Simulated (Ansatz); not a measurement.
# LaBi: the cost of one run

Method: reference: DFT, r2SCAN, plane waves, PAW, in Ansatz 0.2.0.

4 further runs of the same task are left out: 1 for a known fault of the program, 3 that didn't finish.

### 1 The structure to begin with

Symmetry: Pm-3m, No. 221, cubic system. The conventional cell has a = 4.049 Å, b = 4.049 Å, c = 4.049 Å, α = 90.00°, β = 90.00°, γ = 90.00°. La (site symmetry m-3m) has 8 Bi at 3.51 Å as nearest neighbours. Bi (site symmetry m-3m) has 8 La at 3.51 Å as nearest neighbours.

As a file:

```xyz
2
Lattice="4.0486 0.0000 0.0000 0.0000 4.0486 0.0000 0.0000 0.0000 4.0486" Properties=species:S:1:pos:R:3 pbc="T T T"
La    0.0000    0.0000    0.0000
Bi    2.0243    2.0243    2.0243
```

### 2 Reference

input.yaml reads:

```yaml
crystal:
  lattice:
    - [4.0486208537, 0.0, 0.0]
    - [0.0, 4.0486208537, 0.0]
    - [0.0, 0.0, 4.0486208537]
  atoms:
    - { symbol: La, position: [0.0, 0.0, 0.0] }
    - { symbol: Bi, position: [0.5, 0.5, 0.5] }
kpoints:
  mp_grid: { grid: [4, 4, 4] }
hamiltonian:
  xc: r2scan
scf:
  occupations: { method: fermi_dirac, width: 0.02 }
  n_extra_bands: 4
output:
  forces: true
  stress: true
  eigenvalues: true
  write_density: true
  write_potential: true
  elf: true
  volumetric_format: npy
```

On the command line:

```
ansatz run input.yaml --threads 4 --pin off --max-ram 3686MiB --backend cpu --events-out ev --progress --plain --runs-dir out
```

What time and memory should one allow on 4 threads of an x86-64 CPU, shared host?

About 2.9 s, with a peak of 0.49 GiB.
